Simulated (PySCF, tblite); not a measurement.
# C₅H₉O₂S radical: geometry, infrared bands and EPR parameters

Wanted: the infrared bands and EPR parameters of C₅H₉O₂S radical (`C[CH][C@@H](C=O)[S@@](C)=O`), by calculation.

Computed with tblite 0.8.0 and PySCF 2.14.0, with density-fitted response routines of our own, on a single molecule in the gas phase. Atoms are numbered from 0 throughout.

### 1 Starting geometry

17 atoms, charge 0, multiplicity 2; geometry from: force field or distance geometry start.

Bonds of the start (Å): C0–C1 1.51, C1–C2 1.52, C2–C3 1.50, C3–O4 1.18, C2–S5 1.78, S5–C6 1.80, S5–O7 1.53, C0–H8 1.10, C0–H9 1.12, C0–H10 1.11, C1–H11 1.14, C2–H12 1.09, C3–H13 1.10, C6–H14 1.11, C6–H15 1.11, C6–H16 1.10.

### 2 Relaxing the molecule with GFN2-xTB

What the job is given:

```
{"job": {"kind": "relax", "xc": "GFN2-xTB", "basis": "xTB"}, "charge": 0, "multiplicity": 2}
C     -2.209000    -1.078600     0.319600
C     -1.658500     0.308200     0.580800
C     -0.324100     0.518100    -0.122100
C      0.129100     1.915100     0.201300
O      0.313900     2.753000    -0.611400
S      0.815300    -0.632500     0.613800
C      2.425500    -0.452700    -0.167000
O      0.903300    -0.491200     2.131300
H     -1.480400    -1.854300     0.602100
H     -3.093500    -1.200400     0.998500
H     -2.562200    -1.167000    -0.729900
H     -1.437500     0.308600     1.700300
H     -0.400500     0.386700    -1.206200
H      0.294400     2.097500     1.273500
H      2.638300    -1.364700    -0.758400
H      3.173700    -0.444800     0.653600
H      2.465300     0.410900    -0.840400
```

Launch:

```sh
> OMP_NUM_THREADS=1 python probes_run.py task.json out
```

One launch serves the whole session: the jobs run in the order shown.

**Question.** This job is followed by: GFN2-xTB harmonic vibrations, gas phase; UKS B3LYP, pcH-1 on C H O S, non-relativistic, mean-field spin-orbit, GIAO. What will the session give for the following? strongest single infrared mode (GFN2-xTB); zero-point energy (GFN2-xTB); g(iso) (B3LYP); ⟨S²⟩; largest a(iso); potential on the surface of density 0.002 e/bohr³, 1st and 99th percentile.

The runs gave:

| quantity | value |
| --- | --- |
| strongest single infrared mode (GFN2-xTB) | 1727 cm⁻¹, 275 km/mol |
| zero-point energy (GFN2-xTB) | 80.0 kcal/mol |
| g(iso) (B3LYP) | 2.01163 |
| ⟨S²⟩ | 0.754 (exact 0.75) |
| largest a(iso) | 1H on H16, 53.7 MHz |
| potential on the surface of density 0.002 e/bohr³, 1st and 99th percentile | -1.56 V and 1.12 V |

In words: Relaxing lowered the energy by 1.849 eV in 129 steps; the close pair that moved most is C2–S5, from 1.779 to 3.185 Å. The frame itself reshapes: C2···S5 goes from 1.78 to 3.19 Å. No mode is imaginary among the 45: a minimum at this level. The strongest single mode, at 1727 cm⁻¹, moves mainly C3 and O4. GFN2-xTB is a fitted tight-binding method: band positions and strengths are rough. Its intensities can rank the bands wrongly. The structure rearranged or came apart on optimisation; the results belong to the end geometry, not to the formula as drawn. The largest spin populations lie on S5 (0.54 e), O7 (0.44 e). The isotropic g lies 9.3 ppt above the free-electron value. These values are for one conformer; the search (at its own cheap level) found 2 more, at 0.25, 0.43 kcal/mol, and measured spectra average over such forms.
